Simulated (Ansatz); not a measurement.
# CH5ClOSn: up Jacob's ladder to CCSD(T)

Aim: compute CH5ClOSn with functionals from several rungs and with coupled cluster. The yardstick is the atomisation energy at the CCSD(T) limit.

The runs use Ansatz 0.2.0, Gaussian basis; functionals in def2-TZVPP, the program's frozen cores in correlated methods.

The runs, in order: PBE-D4, r2SCAN-D4, PBE0-D4, B3LYP-D4, ωB97X-V, ωB97M-V, B2PLYP; CCSD(T)/def2-TZVPP; MP2/def2-QZVPP; extrapolation to the limit.

**1. The geometry**

An earlier PBE0-D4 in a triple-zeta def2 set relaxation fixed the geometry. Sn takes the def2 core potential; no spin-orbit term is included.

9 atoms, charge 0, spin multiplicity 1.

Atoms are counted from 1 here; the program's logs count them from 0.

Bond lengths: O1–C2 1.412 Å, O1–H5 0.961 Å, C2–Sn3 2.153 Å, C2–H6 1.097 Å, C2–H7 1.096 Å, Sn3–Cl4 2.342 Å, Sn3–H8 1.700 Å, Sn3–H9 1.707 Å. Angles: C2–O1–H5 108.9°, O1–C2–Sn3 107.3°, O1–C2–H6 112.4°, O1–C2–H7 112.7°, Sn3–C2–H6 109.0°, Sn3–C2–H7 106.9°, H6–C2–H7 108.5°, C2–Sn3–Cl4 105.8°, C2–Sn3–H8 113.0°, C2–Sn3–H9 113.0°, Cl4–Sn3–H8 106.2°, Cl4–Sn3–H9 105.0°, H8–Sn3–H9 113.0°.

**2. PBE-D4 (GGA)**

Input file in.yaml:

```yaml
crystal:
  periodic: [false, false, false]
  atoms:
    - {symbol: O, position_ang: [0.556234, 0.779062, -1.496781]}
    - {symbol: C, position_ang: [0.025478, 0.898750, -0.194256]}
    - {symbol: Sn, position_ang: [0.082406, -1.057825, 0.701377]}
    - {symbol: Cl, position_ang: [-2.046192, -1.974685, 0.365083]}
    - {symbol: H, position_ang: [0.433525, 1.611932, -1.960311]}
    - {symbol: H, position_ang: [0.601929, 1.593302, 0.429687]}
    - {symbol: H, position_ang: [-1.022608, 1.219159, -0.192738]}
    - {symbol: H, position_ang: [1.178808, -2.107022, -0.065507]}
    - {symbol: H, position_ang: [0.279018, -1.008874, 2.396347]}
basis:
  gaussian: {orbitals: def2-TZVPP}
hamiltonian: {xc: pbe, dispersion: d4}
output: {forces: true, orbitals: {seedname: orbitals}}
```

The run is started by

```console
$ ansatz run in.yaml --threads 4 --pin off --events-out ev --progress --plain --max-ram 10444MiB
```

Further steps of the session: r2SCAN-D4 (meta-GGA); PBE0-D4 (hybrid); B3LYP-D4 (hybrid); ωB97X-V (range-separated); ωB97M-V (range-separated); B2PLYP (double hybrid); CCSD(T) in def2-TZVPP; MP2 in def2-QZVPP.

**Question.** What will the summary of the whole plan be? Wanted: atomisation energy, CCSD(T)/CBS; farthest; mean size of error, hybrid; mean size of error, range-separated; gap, smallest and largest; T1 diagnostic; triples share of the correlation energy.

The runs gave:

| quantity | value |
| --- | --- |
| atomisation energy, CCSD(T)/CBS | 29.185 eV |
| functionals within 0.292 eV (1.0 %) | PBE-D4, r2SCAN-D4, ωB97X-V, ωB97M-V |
| farthest | B2PLYP (-0.744 eV) |
| mean size of error, hybrid | 0.410 eV |
| mean size of error, range-separated | 0.114 eV |
| gap, smallest and largest | 5.31 eV (PBE-D4), 11.79 eV (ωB97X-V) |
| T1 diagnostic | 0.0113 |
| triples share of the correlation energy | 3.4 % |

PBE-D4 is off by +0.141 eV. Double hybrids carry the basis error of their MP2 part in triple zeta, and no dispersion term here, so their miss is partly the set-up's. Misses under about 0.292 eV are within the doubt on the reference itself, which lacks core-valence correlation, spin-orbit coupling and higher excitations, and its outer-core shells are covered unevenly. All levels share the lack of spin-orbit coupling, which lowers the free heavy atoms and so the true binding. Hartree-Fock recovers 69 % of the binding; the rest is correlation. Orbital gaps span 5.3 to 11.8 eV; exact exchange widens them. Correlated methods include outer-core shells of Sn, which these sets cover unevenly.
